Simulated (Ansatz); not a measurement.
# EuS2 (CdI2 type): how the settings move a single-point run

Question: which choices in the input matter for EuS2 (CdI2 type)?

Method: reference: DFT PBE, scalar-relativistic, plane waves, PAW, in Ansatz 0.2.0.

1 further run of the same task is left out (it didn't finish). Runs told in other sessions of the task aren't counted.

## 1. The structure to begin with

It takes space group P-3m1 (No. 164, trigonal). The conventional cell has a = 4.131 Å, b = 4.131 Å, c = 5.636 Å, α = 90.00°, β = 90.00°, γ = 120.00°. Around Eu (site symmetry -3m) lie 6 S at 2.75 Å. S (site symmetry 3m) is surrounded by 3 Eu at 2.75 Å.

Coordinates:

```xyz
6
Lattice="4.1312 0.0000 0.0000 -2.0656 3.5777 0.0000 0.0000 0.0000 11.2714" Properties=species:S:1:pos:R:3 pbc="T T T"
Eu    0.0000    0.0000   11.2714
S     0.0000    2.3851    1.3765
S     2.0656    1.1926    4.2592
Eu    0.0000    0.0000    5.6357
S     0.0000    2.3851    7.0122
S     2.0656    1.1926    9.8949
```

## 2. The reference run

The input, input.yaml:

```yaml
crystal:
  lattice:
    - [4.1311668686, 0.0, 0.0]
    - [-2.0655834343, 3.5776954555, 0.0]
    - [0.0, 0.0, 11.2713814851]
  atoms:
    - { symbol: Eu, position: [0.0, 0.0, 1.0], spin: 6.84 }
    - { symbol: S, position: [0.3333333333, 0.6666666667, 0.1221238255] }
    - { symbol: S, position: [0.6666666667, 0.3333333333, 0.3778761478] }
    - { symbol: Eu, position: [0.0, 0.0, 0.5], spin: -6.84 }
    - { symbol: S, position: [0.3333333333, 0.6666666667, 0.6221238522] }
    - { symbol: S, position: [0.6666666667, 0.3333333333, 0.8778761745] }
basis:
  ecutwfc: 420
  ecutrho_ratio: 4
kpoints:
  mp_grid: { grid: [10, 10, 3] }
  band_path:
    path:
      - [[0.0, 0.0, 0.0], [0.5, 0.0, 0.0], [0.33333333, 0.33333333, 0.0], [0.0, 0.0, 0.0], [0.0, 0.0, 1.0], [0.5, 0.0, 1.0], [0.33333333, 0.33333333, 1.0], [0.0, 0.0, 1.0]]
      - [[0.5, 0.0, 1.0], [0.5, 0.0, 0.0]]
      - [[0.33333333, 0.33333333, 1.0], [0.33333333, 0.33333333, 0.0]]
    npoints: 14
hamiltonian:
  xc: pbe
scf:
  occupations: { method: gaussian, width: 0.05 }
  lower_state_search: "off"
  n_extra_bands: 29
output:
  forces: true
  stress: true
  eigenvalues: true
  populations: true
  hubbard: { sites: [{ species: Eu, l: f }] }
  dos: { projected: true, de: 0.02, nscf_kmesh: { grid: [15, 15, 5] } }
  bader: true
  write_density: true
  write_potential: true
  elf: true
  volumetric_format: npy
magnetization:
  spin_polarized: true
checkpoint:
  read: start.run
  write: ck
  compress: false
  write_wavefunctions: false
  write_every: 100000
```

Run with:

```bash
$ ansatz run input.yaml --threads 2 --pin off --max-ram 2662MiB --backend cpu --events-out ev --progress --plain --runs-dir out
```

## 3. Variant: ecutwfc 250 eV, preconditioner kerker, lower_state_search left out

The input, input.yaml:

```yaml
crystal:
  lattice:
    - [4.131166868611, 0.0, 0.0]
    - [-2.065583434306, 3.57769545549, 0.0]
    - [0.0, 0.0, 11.2713814851]
  atoms:
    - { symbol: Eu, position: [0.0, 0.0, 1.0], spin: 6.0 }
    - { symbol: S, position: [0.3333333333333, 0.6666666666667, 0.1221238255] }
    - { symbol: S, position: [0.6666666666667, 0.3333333333333, 0.3778761478] }
    - { symbol: Eu, position: [0.0, 0.0, 0.5], spin: -6.0 }
    - { symbol: S, position: [0.3333333333333, 0.6666666666667, 0.6221238522] }
    - { symbol: S, position: [0.6666666666667, 0.3333333333333, 0.8778761745] }
basis:
  ecutwfc: "250 eV"
  ecutrho_ratio: 4
kpoints:
  mp_grid: { grid: [10, 10, 3] }
hamiltonian:
  xc: pbe
scf:
  occupations: { method: gaussian, width: 0.05 }
  mixing: { preconditioner: kerker }
output:
  forces: true
  stress: true
  write_density: true
  write_potential: true
  elf: true
  volumetric_format: npy
magnetization:
  spin_polarized: true
```

**Question.** What will these runs give? Wanted: for each run, ending; energy change; pressure; gap; abs. moment; force.

**Answer**, as computed:

| run | ending | energy change | pressure (GPa) | gap (eV) | abs. moment (μB) | force (eV/Å) | cycles | time |
| --- | --- | --- | --- | --- | --- | --- | --- | --- |
| reference | converged | 0 | 0.3 | 0.00 | 14.75 | 0.03 | - | 2.3 min |
| 1: ecutwfc 250 eV, preconditioner kerker, lower_state_search left out | converged | +579.4 meV/atom | 1.2 | 0.00 | 14.94 | 0.10 | 14 | 17 s |

Times don't compare one to one where runs were asked for different outputs or read a saved state (see the inputs); cycles may leave out searches for a lower state.

Residual by cycle in the longest SCF loop of each run; runs are numbered as in the table. The quantity is the density residual dr2, in eV.

| cycle | reference | run 1 |
| --- | --- | --- |
| 1 | 2.3e-9 | 2.89 |
| 2 | 8.3e-9 | 1.57 |
| 3 | - | 0.548 |
| 5 | - | 0.0116 |
| 6 | - | 0.00425 |
| 7 | - | 9.2e-4 |
| 8 | - | 5.4e-5 |
| 9 | - | 2.6e-5 |
| 10 | - | 5.4e-6 |
| 12 | - | 2.1e-7 |
| 13 | - | 2.2e-8 |
| 14 | - | 1.5e-8 |

Changing the cutoff, mixing and search for lower states moves the energy by +579.4 meV/atom, and the pressure goes from 0.3 to 1.2 GPa, the absolute moment goes from 14.75 to 14.94 μB and the largest force goes from 0.03 to 0.10 eV/Å. The log warns that the cutoff is under what these potentials recommend, so the shift holds truncation error. Run 1 ran under the cutoff that the potentials recommend, as the log warns, so basis error is mixed into its values.
